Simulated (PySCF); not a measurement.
# BF2H3SeSi: the cost of one run

Programs: PySCF 2.14.0, with density-fitted response routines of our own. Each step states its level of theory. These are calculated values for one molecule in the gas phase, unless marked as measured. Atoms are numbered from 0 throughout.

**1. The starting structure**

8 atoms, charge 0, multiplicity 1; geometry from: GFN2-xTB.

Bonds of the start (Å): F0–B1 1.32, B1–F2 1.32, B1–Si3 1.98, Si3–Se4 2.29, Si3–H5 1.47, Si3–H6 1.47, Se4–H7 1.43.

**2. Ultraviolet spectrum: CAM-B3LYP/def2-SVPD**

Job settings and geometry (Å):

```
{"job": {"kind": "uv", "xc": "CAM-B3LYP", "basis": "def2-SVPD", "nstates": 8, "ntriplets": 3}, "charge": 0, "multiplicity": 1}
F     -0.027889    -2.500338    -0.037578
B     -0.414082    -1.245942     0.043738
F     -1.721895    -1.118477     0.152402
Si     0.832705     0.287314     0.004045
Se    -0.375448     2.227731    -0.129390
H      1.662098     0.417829     1.205978
H      1.736867     0.303830    -1.148795
H     -1.683298     1.637465    -0.114964
```

Method: TDDFT CAM-B3LYP/def2-SVPD, vertical, gas phase, core orbitals frozen in the response.

Run with:

```
> OMP_NUM_THREADS=1 python probes_run.py task.json out
```

This one command runs all jobs of the session in turn.

**Question.** How long does this first job take on 1 thread of Arm Neoverse V2, shared host, and how much memory does it need?

About 19 s, with a peak of 0.68 GiB.
